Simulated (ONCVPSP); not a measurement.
# Pseudopotential generation for Ti: ONCV, Wu-Cohen

Task: generate the file, and judge it by its errors in other configurations, its logarithmic derivatives, its ghosts and its cutoff.

The numbers are computed with ONCVPSP 4.0.1 (Wu-Cohen, scalar-relativistic, spin-unpolarised reference atom).

## (1) Starting point

The settings as typed:

| Quantity | Value |
| --- | --- |
| element | titanium (Ti, Z = 22) |
| type | optimised norm-conserving Vanderbilt (ONCV) |
| frozen core | [Ne] |
| valence charge | 12 |
| reference configuration | 3s2 3p6 3d2 4s1 (charge +1) |
| partial waves | 3s+4s: rc 1.40 bohr, ncon 5, nbas 8, qcut 10.5 1/bohr, 2 projectors; 3p: rc 1.70 bohr, ncon 3, nbas 7, qcut 9.8 1/bohr, 3 projectors, debl 1.7 Ha; 3d: rc 1.40 bohr, ncon 4, nbas 9, qcut 10.6 1/bohr, local |
| local potential | the d channel |
| core correction | not asked for |

The nodes and maxima of the atom's own shells, from an earlier all-electron run, set the scale for the radii.

All-electron outer shells of the reference configuration (Wu-Cohen, scalar-relativistic, ld1.x):

```
shell  level (eV)  outermost node (bohr)  outermost maximum (bohr)
   2p     -451.54                      –                      0.22
   3s      -69.78                   0.40                      0.87
   3p      -46.11                   0.37                      0.90
   3d      -11.40                      –                      0.97
   4s      -10.34                   1.24                      2.74
   4p       -6.55                   1.37                      3.35
```

## (2) The generation run

Input file Ti.dat:

```
# ATOM AND REFERENCE CONFIGURATION
# atsym  z   nc   nv     iexc    psfile
  Ti 22.00    3    4  -118130      upf
#
#   n    l    f
    1    0    2.00
    2    0    2.00
    2    1    6.00
    3    0    2.00
    3    1    6.00
    3    2    2.00
    4    0    1.00
#
# PSEUDOPOTENTIAL AND OPTIMIZATION
# lmax
    2
#
#   l,   rc,      ep,       ncon, nbas, qcut
    0    1.40    0.00    5    8   10.50
    1    1.70    0.00    3    7    9.80
    2    1.40    0.00    4    9   10.60
#
# LOCAL POTENTIAL
# lloc, lpopt,  rc(5),   dvloc0
    2    5    1.40    0.00
#
# VANDERBILT-KLEINMAN-BYLANDER PROJECTORs
# l, nproj, debl
    0    2    1.10
    1    3    1.70
    2    0    1.20
#
# MODEL CORE CHARGE
# icmod, fcfact, rcfact
    0    0.00    0.00
#
# LOG DERIVATIVE ANALYSIS
# epsh1, epsh2, depsh
   -4.00    5.00    0.02
#
# OUTPUT GRID
# rlmax, drl
    6.00    0.01
#
# TEST CONFIGURATIONS
# ncnf
    4
# nvcnf
#   n    l    f
    4
    3    0    2.00
    3    1    6.00
    3    2    2.00
    4    0    2.00
#
    4
    3    0    2.00
    3    1    6.00
    3    2    2.00
    4    0    0.00
#
    4
    3    0    2.00
    3    1    6.00
    3    2    1.00
    4    0    0.00
#
    4
    3    0    1.00
    3    1    6.00
    3    2    2.00
    4    0    2.00
#
```

Launch:

```bash
$ oncvpsp.x < Ti.dat > Ti.out
```

Q: Predict the outcome of this session. Wanted: cutoffs for 1 and 0.1 mHa per electron, occupied waves; bound ghosts; GHOST(+) flags; largest test error; largest phase difference near zero energy, channels read.

The runs gave:

| quantity | value |
| --- | --- |
| cutoffs for 1 and 0.1 mHa per electron, occupied waves | 42 Ha and 49 Ha |
| bound ghosts | s at -17.71 eV |
| GHOST(+) flags | none at low energy |
| largest test error (AE − PS) | -37 meV, for 3s1 3p6 3d2 4s2 |
| largest phase difference near zero energy, channels read | 0.008 rad |

What this shows: A bound ghost (s) makes it unfit for use: electrons can fall into a state that the atom doesn't have. The worst unpolarised test, 3s1 3p6 3d2 4s2, is off by 37 meV on 62.1 eV; by total energies transferability rates as fair. That test lies far up in energy; among those under 40 eV, nearer to bonding, the largest error is 0.8 meV. The potential is hard: the looser tolerance needs 42 Ha. Near zero energy the phases of the channels with partial waves agree within 0.008 rad. The pseudo curves have a pole with no partner nearby in the atom's: s at -0.65 Ha.
